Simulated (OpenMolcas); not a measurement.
# CH3BN2 (SMILES NB1C=N1) at 5 levels

We compute a comparison of 5 runs (HF/STO-3G, HF/3-21G, B3LYP/6-31G*, MP2/cc-pVDZ) of CH3BN2. 

The results are computed with OpenMolcas 26.06.

5 further runs of the same task are left out: 1 that didn't finish, 4 set aside as unsound or not needed.

## Step 1: The molecule

CH3BN2 has 7 atoms, charge 0, and is taken as a singlet. As SMILES, `NB1C=N1`. The coordinates come from a GFN2-xTB relaxation.

Bond lengths: N1–B2 1.376 Å, B2–C3 1.465 Å, B2–N4 1.463 Å, C3–N4 1.299 Å, N1–H5 1.005 Å, N1–H6 1.005 Å, C3–H7 1.072 Å. Angles: N1–B2–C3 159.4°, N1–B2–N4 147.9°, C3–B2–N4 52.7°, B2–C3–N4 63.6°, B2–N4–C3 63.7°, B2–N1–H5 122.8°, B2–N1–H6 123.8°, B2–C3–H7 165.6°, N4–C3–H7 130.8°, H5–N1–H6 113.4°.

## Step 2: Energy and forces at HF/STO-3G (C-PCM dimethylsulfoxide) (run 1)

Input file mol.inp:

```
>>> EXPORT MOLCAS_PRINT=2

&GATEWAY
 COORD
 7
 bohr
 N     -1.40472791     2.06962805     0.21718622
 B     -0.11291114    -0.15476857    -0.16540773
 C      1.86761633    -2.07406891     0.07148834
 N      0.00308025    -2.60825669    -1.43373521
 H     -3.06196103     2.45537785    -0.62848511
 H     -0.80957757     3.45218948     1.37606077
 H      3.51848107    -3.14012011     0.56289272
 BASIS=STO-3G
 GROUP=NoSym
 RF-INPUT
 PCM-Model
 Solvent=dimethylsulfoxide
 Conductor
 End of RF-Input

&SEWARD

&SCF
 PRORBITALS=1 2

&ALASKA
```

On the command line:

```console
$ export MOLCAS_MEM=1860
$ pymolcas mol.inp > mol.log
```

The program printed:

```text
--- Start Module: gateway ---
[...]
--- Stop Module: gateway /rc=_RC_ALL_IS_WELL_ ---
[...]
      Basis functions           23
[...]
--- Start Module: scf ---
[...]
       Convergence after  11 Iterations
[...]
::    Total SCF energy                               -170.9922565888
[...]
      Total spin, S                                     0.0000000000
[...]
      Total electronic charge=   28.000000
      Total            charge=   -0.000000
[...]
      Dipole Moment (debye):
      Origin of the operator (angstrom)=    0.0116   -0.3070   -0.1633
                   X=  7.8925E-02               Y=  2.4426E+00               Z=  1.4173E+00           Total=  2.8251E+00
      Quadrupole Moment (debye*angstrom):
[...]
--- Stop Module: scf /rc=_RC_ALL_IS_WELL_ ---
[...]
--- Start Module: alaska ---
[...]
 *              Molecular gradients               *
 **************************************************
  Irreducible representation: a
 ------------------------------------------------------------------------------------------
                              X                       Y                       Z
 ------------------------------------------------------------------------------------------
  N1               -1.06552143039962E-02    2.08153613854618E-02    4.52634313130340E-03
  B2               -2.45003022505422E-02    2.15938795360011E-02   -4.32643863208815E-03
  C3                1.58504090542699E-02   -3.27637906269216E-02   -7.56951714939724E-03
  N4                2.22747575381508E-02    1.07374326761267E-03    1.50868158605650E-02
  H5                1.39693296203429E-02   -3.50238583028084E-03    7.24398704653906E-03
  H6               -5.85187808998489E-03   -1.09383425849474E-02   -9.83835522953802E-03
  H7               -1.10871015682781E-02    3.72153485305837E-03   -5.12283502739896E-03
 ------------------------------------------------------------------------------------------
--- Stop Module: alaska /rc=_RC_ALL_IS_WELL_ ---
[...]
```

Wall time 2.7 s (1 thread of Arm Neoverse V2, shared host); peak memory 0.37 GiB.

## Step 3: Energy and gradient at HF/3-21G (run 2)

Input file struct.xyz:

```xyz
7

N     -0.743350     1.095200     0.114930
B     -0.059750    -0.081900    -0.087530
C      0.988300    -1.097550     0.037830
N      0.001630    -1.380230    -0.758700
H     -1.620320     1.299330    -0.332580
H     -0.428410     1.826820     0.728180
H      1.861900    -1.661680     0.297870
```

Input file run.input:

```
&gateway
  baslib=$CurrDir
  coord=struct.xyz
  basis=3-21G
  group=NoSym

&seward

&scf
  thresholds=1e-10 1e-07 1e-07 1e-05
  prorbitals=1 1

&alaska
```

The basis set 3-21G is read from a file made from the Basis Set Exchange's data (not shown).

On the command line:

```console
$ export MOLCAS_MEM=1860
$ pymolcas run.input > run.log
```

The program printed:

```text
--- Start Module: gateway ---
[...]
--- Stop Module: gateway /rc=_RC_ALL_IS_WELL_ ---
[...]
      Basis functions           42
[...]
--- Start Module: scf ---
[...]
       Convergence after  14 Iterations
[...]
::    Total SCF energy                               -172.2178020799
[...]
      Total spin, S                                     0.0000000000
[...]
      Total electronic charge=   28.000000
      Total            charge=   -0.000000
[...]
      Dipole Moment (debye):
      Origin of the operator (angstrom)=    0.0116   -0.3070   -0.1633
                   X=  1.4712E-01               Y=  2.7004E+00               Z=  1.6105E+00           Total=  3.1476E+00
      Quadrupole Moment (debye*angstrom):
[...]
--- Stop Module: scf /rc=_RC_ALL_IS_WELL_ ---
--- Start Module: alaska ---
[...]
 *              Molecular gradients               *
 **************************************************
  Irreducible representation: a
 ------------------------------------------------------------------------------------------
                              X                       Y                       Z
 ------------------------------------------------------------------------------------------
  N1                1.29193886886441E-02   -1.69854393362874E-02   -1.62095149847996E-03
  B2               -1.09184871609466E-02    4.98340964545818E-03   -4.36660819572898E-03
  C3               -8.72042916228111E-03   -1.92899152356318E-04   -5.75571031109900E-03
  N4                8.06956871576947E-03    6.42235718462381E-03    8.76945236214954E-03
  H5               -3.81537805633725E-03    2.41554718763071E-03   -8.03099107025584E-04
  H6               -6.86912677876794E-04    5.43953620879467E-03    2.80719018364772E-03
  H7                3.15224965304406E-03   -2.08251173782670E-03    9.69726566528495E-04
 ------------------------------------------------------------------------------------------
--- Stop Module: alaska /rc=_RC_ALL_IS_WELL_ ---
[...]
```

It took 1.9 s on 1 thread of Arm Neoverse V2, shared host; peak memory 0.37 GiB.

Runs 3 to 4 aren't shown in full; the table further down has their settings and results.

## Step 4: A single-point energy at MP2/cc-pVDZ (run 5)

Input file geom.xyz:

```xyz
7

N     -0.743350     1.095200     0.114930
B     -0.059750    -0.081900    -0.087530
C      0.988300    -1.097550     0.037830
N      0.001630    -1.380230    -0.758700
H     -1.620320     1.299330    -0.332580
H     -0.428410     1.826820     0.728180
H      1.861900    -1.661680     0.297870
```

Input file job.input:

```
* CH3BN2 MP2
>>> EXPORT MOLCAS_PRINT=2

&GATEWAY
 BasLib = $CurrDir
 Coord = geom.xyz
 Basis = cc-pVDZ
 Group = NoSym

&SEWARD

&SCF
 Thresholds = 1e-10 1e-07 1e-07 1e-05
 PrOrbitals = 1

&MBPT2
 Frozen = 4
```

The basis set cc-pVDZ is read from a file made from the Basis Set Exchange's data (not shown).

On the command line:

```console
$ export MOLCAS_MEM=1860
$ pymolcas job.input > job.log
```

The program printed:

```text
--- Start Module: gateway ---
[...]
--- Stop Module: gateway /rc=_RC_ALL_IS_WELL_ ---
[...]
      Basis functions           71
[...]
--- Start Module: scf ---
[...]
       Convergence after  15 Iterations
[...]
::    Total SCF energy                               -173.2125345035
[...]
      Total spin, S                                     0.0000000000
[...]
      Total electronic charge=   28.000000
      Total            charge=   -0.000000
[...]
      Dipole Moment (debye):
      Origin of the operator (angstrom)=    0.0116   -0.3070   -0.1633
                   X=  1.8788E-01               Y=  2.3775E+00               Z=  1.4522E+00           Total=  2.7923E+00
      Quadrupole Moment (debye*angstrom):
[...]
--- Stop Module: scf /rc=_RC_ALL_IS_WELL_ ---
[...]
--- Start Module: mbpt2 ---
[...]
WARNING!
Default frozen orbitals as non valence orbitals is overwritten by user input.
Default values:   4
[...]
       Reference weight ( Cref**2 )         =        0.84702
::    Total MBPT2 energy                             -173.7366822922
[...]
      Total MBPT2 calculations                           0.12      0.13
--- Stop Module: mbpt2 /rc=_RC_ALL_IS_WELL_ ---
[...]
```

Run time: 3.9 s. Hardware: 1 thread of Arm Neoverse V2, shared host; peak memory 0.42 GiB.

## Step 5: Overview of the runs

```
run                                level  dielectric constant  SCF convergence threshold  energy (Eh)  dipole moment (D) of the reference  HOMO energy (eV)  LUMO energy (eV)  wall time
  1  HF/STO-3G (C-PCM dimethylsulfoxide)                 46.7                          –  -170.992257                                2.83             -8.15              8.25      2.7 s
  2                             HF/3-21G                    –                      1e-10  -172.217802                                3.15             -9.84              4.72      1.9 s
  3   B3LYP/6-31G* (spherical functions)                    –                      1e-10  -174.253235                                2.78             -6.16             -0.17       16 s
  4   B3LYP/6-31G* (Cartesian functions)                    –                      1e-10  -174.256857                                2.78             -6.17             -0.17       17 s
  5                          MP2/cc-pVDZ                    –                      1e-10  -173.736682                                2.79             -9.93              4.49      3.9 s
```

## Step 6: Results

```
                                          quantity          value
                               run 5: total energy  -173.73668 Eh
         run 5: dipole moment (mean-field density)         2.79 D
        run 5: HOMO energy (Hartree–Fock orbitals)       -9.93 eV
        run 5: LUMO energy (Hartree–Fock orbitals)        4.49 eV
      run 5: HOMO–LUMO gap (Hartree–Fock orbitals)       14.42 eV
run 5: correlation energy (4 core orbitals frozen)     -524.1 mEh
```

Over runs 1, 2, 3, 4 the dipole moment (its size) runs from 2.78 D (B3LYP/6-31G*) to 3.15 D (HF/3-21G). The two ends differ in method and basis. Over runs 1, 2, 3, 4 the HOMO–LUMO gap runs from 5.99 eV (B3LYP/6-31G*) to 16.39 eV (HF/STO-3G). The two ends differ in method and basis and solvent. In run 1 the basis is minimal, so the values are rough. All runs together took 42 s, the longest 17 s.
